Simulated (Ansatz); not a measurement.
# Rh: a trigonal deformation path

An exercise on one series of results from a longer session: the logs are not shown, and one member is left open.

Computed with Ansatz 0.2.0 (DFT r2SCAN, scalar-relativistic, plane waves, PAW, unless a step's input says otherwise).

**The structure to begin with**

The structure is cubic, space group Fm-3m (No. 225). Conventional cell: a = 3.803 Å, b = 3.803 Å, c = 3.803 Å, α = 90.00°, β = 90.00°, γ = 90.00°. Rh (site symmetry m-3m) has 12 Rh at 2.69 Å as nearest neighbours.

Coordinates:

```cif
data_structure
_symmetry_space_group_name_H-M 'Fm-3m'
_symmetry_Int_Tables_number 225
_cell_length_a 3.8031
_cell_length_b 3.8031
_cell_length_c 3.8031
_cell_angle_alpha 90.000
_cell_angle_beta 90.000
_cell_angle_gamma 90.000
_cell_volume 55.01
loop_
_atom_site_label
_atom_site_type_symbol
_atom_site_symmetry_multiplicity
_atom_site_Wyckoff_symbol
_atom_site_fract_x
_atom_site_fract_y
_atom_site_fract_z
_atom_site_occupancy
Rh1 Rh 4 a 0.00000 0.00000 0.00000 1
```

No relaxation comes first: the listed cell is the starting point.

Set-up of the first run:

At fixed volume and fractional coordinates, lengths along (0.577, 0.577, 0.577) are scaled against those across it; ρ is that ratio over its starting value.

Contents of input.yaml:

```yaml
crystal:
  lattice:
    - [-0.7986009575, 1.597201915, 1.597201915]
    - [1.597201915, -0.7986009575, 1.597201915]
    - [1.597201915, 1.597201915, -0.7986009575]
  atoms:
    - { symbol: Rh, position: [0.0, 0.0, 0.0] }
basis:
  ecutwfc: 500
kpoints:
  mp_grid: { grid: [8, 8, 8] }
hamiltonian:
  xc: r2scan
scf:
  occupations: { method: gaussian, width: 0.15 }
output:
  forces: true
  stress: true
  eigenvalues: true
```

Run with:

```
ansatz run input.yaml --threads 1 --pin off --max-ram 2560MiB --backend cpu --events-out ev --progress --plain --runs-dir out
```

Steps of the session up to this table: ρ = 0.500; Point ρ = 2.000; Point ρ = 0.710; At ρ = 1.410; At ρ = 0.600; At ρ = 0.850; Point ρ = 1.200; Point ρ = 1.700; Point ρ = 0.930; ρ = 1.080.

One of the session's tables, all rows but one given; the rest of the session is left out.

Collected from the runs (energy zero: the undisturbed cell):

| ρ | ΔE (meV/atom) | pressure (GPa) |
| --- | --- | --- |
| 0.500 | 955.3 | 40.1 |
| 0.600 | 954.5 | 37.1 |
| 0.710 | 856.6 | 28.5 |
| 0.850 | 259.6 | 8.8 |
| 0.930 | ? | ? |
| 1.000 | 0.0 | 0.2 |
| 1.080 | 55.3 | 2.2 |
| 1.200 | 321.8 | 12.5 |
| 1.410 | 1115.0 | 45.3 |
| 1.700 | 2709.0 | 108.5 |
| 2.000 | 4978.8 | 194.1 |

Q: Estimate the row for ρ = 0.930 from the others.

Worked estimate for «ΔE (meV/atom)». A straight line through the neighbours (0.850, 259.6) and (1.000, 0.0) gives 259.6 + (0.0 − 259.6) × (0.930 − 0.850) / (1.000 − 0.850) = 121.1; a parabola fitted to 4 rows on both sides gives 70.8.

**Answer.** ΔE (meV/atom): 54.4; pressure (GPa): 2.0. In «ΔE (meV/atom)» the line misses by +66.7 and the parabola by +16.4.

Limits of these values: The settings of these runs were drawn from a wide range and may not be converged.
